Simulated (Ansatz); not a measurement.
# MoS2: band gap under strain

How does strain move the band edges of MoS2 in the 2H-MoS2-type structure, and do the functionals agree on it? States: no strain; -4.0 % strain along z alone; -3.0 % strain along z alone.

The runs shown are made with Ansatz 0.2.0. PAW datasets, plane waves. The values are computed, spin-unpolarised, and not measurements.

### Step 1. Starting point

The unstrained cell was relaxed with r2SCAN+rVV10; in each strained cell the atoms were relaxed again with r2SCAN+rVV10. Names of k-points are those of the unstrained zone, where strain can split equivalent points. First state: no strain.

Space group P6_3/mmc (No. 194), hexagonal; conventional cell a = 3.173 Å, c = 12.436 Å, 18.07 Å³ an atom. Near Mo stand 6 S at 2.40 Å; near S stand 3 Mo at 2.40 Å.

The structure in full:

```cif
data_structure
_symmetry_space_group_name_H-M 'P6_3/mmc'
_symmetry_Int_Tables_number 194
_cell_length_a 3.1730
_cell_length_b 3.1730
_cell_length_c 12.4359
_cell_angle_alpha 90.000
_cell_angle_beta 90.000
_cell_angle_gamma 120.000
_cell_volume 108.43
loop_
_atom_site_label
_atom_site_type_symbol
_atom_site_symmetry_multiplicity
_atom_site_Wyckoff_symbol
_atom_site_fract_x
_atom_site_fract_y
_atom_site_fract_z
_atom_site_occupancy
Mo1 Mo 2 c 0.33333 0.66667 0.25000 1
S1 S 4 f 0.66667 0.33333 0.37510 1
```

### Step 2. No strain: PBE

The input, input.yaml:

```yaml
crystal:
  lattice:
    - [3.1730199293, 0.0, 0.0]
    - [-1.5865099647, 2.7479158655, 0.0]
    - [0.0, 0.0, 12.4358959592]
  atoms:
    - { symbol: Mo, position: [0.3333333333, 0.6666666667, 0.25] }
    - { symbol: Mo, position: [0.6666666667, 0.3333333333, 0.75] }
    - { symbol: S, position: [0.6666666667, 0.3333333333, 0.3750995322] }
    - { symbol: S, position: [0.6666666667, 0.3333333333, 0.1249004678] }
    - { symbol: S, position: [0.3333333333, 0.6666666667, 0.8750995322] }
    - { symbol: S, position: [0.3333333333, 0.6666666667, 0.6249004678] }
kpoints:
  mp_grid: { grid: [12, 12, 2] }
  band_path:
    path:
      - [0.0, 0.0, 0.0]
      - [0.5, 0.0, 0.0]
      - [0.3333333333, 0.3333333333, 0.0]
      - [0.0, 0.0, 0.5]
      - [0.5, 0.0, 0.5]
      - [0.3333333333, 0.3333333333, 0.5]
      - [0.177083, 0.177083, 0.0]
    npoints: 1
hamiltonian:
  xc: pbe
scf:
  occupations: { method: fermi_dirac, width: 0.02 }
  n_extra_bands: 5
output:
  forces: true
  stress: true
  eigenvalues: true
```

Started as:

```sh
> ansatz run input.yaml --threads 2 --pin off --max-ram 20275MiB --backend cpu --events-out ev --progress --plain --runs-dir out
```

The runs that follow: No strain: r2SCAN; No strain: HSE06; No strain: r2SCAN+SOC; No strain: r2SCAN; -4.0 % strain along z alone: PBE; -4.0 % strain along z alone: r2SCAN; -4.0 % strain along z alone: HSE06; -4.0 % strain along z alone: r2SCAN+SOC; -4.0 % strain along z alone: r2SCAN; -3.0 % strain along z alone: PBE; -3.0 % strain along z alone: r2SCAN; -3.0 % strain along z alone: HSE06; -3.0 % strain along z alone: r2SCAN+SOC; -3.0 % strain along z alone: r2SCAN.

Before running it: what results should come out?

As calculated:

Least gap in eV (negative: overlap), with the change from the unstrained cell in brackets:

| state | volume change (%) | PBE | r2SCAN | HSE06 |
| --- | --- | --- | --- | --- |
| no strain | +0.0 | 0.93 | 1.08 | 1.48 |
| -4.0 % strain along z alone | -4.0 | 0.70 (-0.23) | 0.87 (-0.21) | 1.24 (-0.24) |
| -3.0 % strain along z alone | -3.0 | 0.76 (-0.17) | 0.93 (-0.15) | 1.31 (-0.17) |

The largest move of the HSE06 gap in the table is -0.238 eV, under -4.0 % strain along z alone. PBE and HSE06 differ by 0.55 eV on the unstrained gap, and by at most 0.01 eV on its change: PBE follows the response to strain far better than the gap itself.
